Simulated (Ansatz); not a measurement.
# Al3Cu: the cost of one run

Program: Ansatz 0.2.0. Level of theory: DFT PBEsol, scalar-relativistic, plane waves, PAW. These are calculated values, not measurements.

2 further runs of the same task are left out: 1 that didn't finish, 1 set aside as unsound or not needed.

## Step 1: The system as given

The structure is cubic, space group Pm-3m (No. 221). The conventional cell has a = 3.892 Å, b = 3.892 Å, c = 3.892 Å, α = 90.00°, β = 90.00°, γ = 90.00°. Al (site symmetry 4/mmm) has 8 Al at 2.75 Å and 4 Cu at 2.75 Å as nearest neighbours. Cu (site symmetry m-3m) is surrounded by 12 Al at 2.75 Å.

As a file:

```
CELL_PARAMETERS angstrom
3.89235 0.00000 0.00000
0.00000 3.89235 0.00000
0.00000 0.00000 3.89235
ATOMIC_POSITIONS crystal
Al 0.00000 0.50000 0.50000
Al 0.50000 0.00000 0.50000
Al 0.50000 0.50000 0.00000
Cu 0.00000 0.00000 0.00000
```

It goes back to an entry of the Materials Project, which need not be the stable form.

This cell was relaxed beforehand with the same method: volume 14.74 Å³/atom, gap on the mesh none (metal).

## Step 2: Zero of energy

The reference gives a free energy of -8162.5544 eV, pressure -0.01 GPa, largest force 0.000 eV/Å and gap on the mesh none (metal). It was computed beforehand with the settings of the runs below.

## Step 3: Next: a strain scan

The cell is strained by ε times the Voigt pattern (1, 0, 0, 0, 0, 0) (xx, yy, zz, yz, xz, xy; engineering shear), with fractional coordinates fixed (clamped ions). The stress on the pattern is the sum of the stress components weighted by it, tension positive.

## Step 4: Point ε = -0.1000

The input, input.yaml:

```yaml
crystal:
  lattice:
    - [3.5031184002, 0.0, 0.0]
    - [0.0, 3.892353778, 0.0]
    - [0.0, 0.0, 3.892353778]
  atoms:
    - { symbol: Al, position: [0.0, 0.5, 0.5] }
    - { symbol: Al, position: [0.5, 0.0, 0.5] }
    - { symbol: Al, position: [0.5, 0.5, 0.0] }
    - { symbol: Cu, position: [0.0, 0.0, 0.0] }
basis:
  ecutwfc: 420
kpoints:
  mp_grid: { grid: [12, 12, 12] }
hamiltonian:
  xc: pbesol
scf:
  occupations: { method: gaussian, width: 0.15 }
output:
  forces: true
  stress: true
  eigenvalues: true
```

Started as:

```bash
> ansatz run input.yaml --threads 1 --pin off --max-ram 2560MiB --backend cpu --events-out ev --progress --plain --runs-dir out
```

**Question.** How long does this run take on 1 thread of AMD EPYC 9R45 (Zen 5), shared host, and how much memory does it need?

About 3.3 s, with a peak of 0.49 GiB.
